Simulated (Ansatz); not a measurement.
# SiCl3F + H2: a complex and its separated parts

The complex below is one end of an elementary step. How strongly is it bound against its free parts?

Program: Ansatz 0.2.0, Gaussian basis. Level of theory: PBE0-D4/def2-TZVP structures, single points in def2-TZVPP, no counterpoise correction. These are calculated values, not measurements.

Levels: SPW92, PBE-D4, BLYP-D4, r2SCAN-D4, B97M-V, PBE0-D4, B3LYP-D4, r2SCAN0-D4, BHLYP-D4, CAM-B3LYP-D4, wB97X-V, wB97M-V, B2PLYP, PBE-QIDH, RPA on PBE, Hartree-Fock, MP2, CCSD, CCSD(T).

Cores are frozen in the correlated methods. B3LYP uses VWN-RPA correlation. B2PLYP carries no dispersion term here.

20 further runs of the same task are left out: 20 set aside as unsound or not needed.

## Step 1: Where the work starts

The complex: 7 atoms, charge 0, spin multiplicity 1.

Atoms are counted from 1 here; the program's logs count them from 0.

Bond lengths: Si1–Cl3 2.014 Å, Si1–Cl4 2.014 Å, Si1–Cl5 2.014 Å, Si1–F7 1.576 Å, H2–H6 0.746 Å. Angles: Cl3–Si1–Cl4 110.6°, Cl3–Si1–Cl5 110.6°, Cl3–Si1–F7 108.3°, Cl4–Si1–Cl5 110.6°, Cl4–Si1–F7 108.3°, Cl5–Si1–F7 108.3°.

As a file:

| atom | x (Å) | y (Å) | z (Å) |
| --- | --- | --- | --- |
| Si1 | -1.08960 | 0.32614 | 0.15268 |
| H2 | 3.11531 | -1.00062 | -0.48796 |
| Cl3 | -0.84317 | -1.25945 | -1.06387 |
| Cl4 | -2.17944 | -0.18177 | 1.76849 |
| Cl5 | -1.95727 | 1.85104 | -0.83645 |
| H6 | 2.62276 | -0.53468 | -0.17608 |
| F7 | 0.33141 | 0.79944 | 0.64319 |

Its parts: SiCl3F holds atoms 1, 3, 4, 5, 7; H2 holds atoms 2, 6. Each part counts its atoms afresh in its own runs.

## Step 2: Relaxing SiCl3F alone

Input file relax-a/in.yaml:

```yaml
crystal:
  periodic: [false, false, false]
  atoms:
    - {symbol: Si, position_ang: [-1.089604, 0.326138, 0.152677]}
    - {symbol: Cl, position_ang: [-0.843170, -1.259447, -1.063873]}
    - {symbol: Cl, position_ang: [-2.179436, -0.181767, 1.768495]}
    - {symbol: Cl, position_ang: [-1.957272, 1.851038, -0.836452]}
    - {symbol: F, position_ang: [0.331412, 0.799439, 0.643191]}
basis:
  gaussian: {orbitals: def2-TZVP}
hamiltonian: {xc: pbe0, dispersion: d4}
relax: {f_tol: 0.005, max_steps: 200}
```

No record of the launch command was kept for these runs.

After this run come: Relaxing H2 alone; wB97M-V/def2-TZVPP; CCSD(T)/def2-TZVPP; Vibrations of SiCl3F; Vibrations of H2.

What does the calculation give? Wanted: complex less parts, CCSD(T)/def2-TZVPP; with zero-point energy; largest T1 diagnostic.

The runs gave:

| quantity | value |
| --- | --- |
| complex less parts, CCSD(T)/def2-TZVPP | -1.46 kJ/mol |
| with zero-point energy | +1.02 kJ/mol |
| largest T1 diagnostic | 0.010 |

At CCSD(T) the complex lies 1.46 kJ/mol below its parts. Among the functionals r2SCAN-D4 lands nearest to CCSD(T) (+0.06 kJ/mol) and SPW92 farthest (-2.16 kJ/mol). By rung, the mean size of the error is: LDA 2.16, GGA 0.78, meta-GGA 0.21, hybrid 0.55, range-separated hybrid 0.63, double hybrid 0.73 kJ/mol. PBE-D4 gives a relative energy 1.41 kJ/mol too low, an error of 96 % of the reference. The complex's frequency run has imaginary modes: the structure is no minimum, so both the energy and the zero-point correction are in doubt. No counterpoise was applied, and triple zeta lacks some correlation, so the CCSD(T) reference has a basis error of its own, and close matches with it are partly luck.
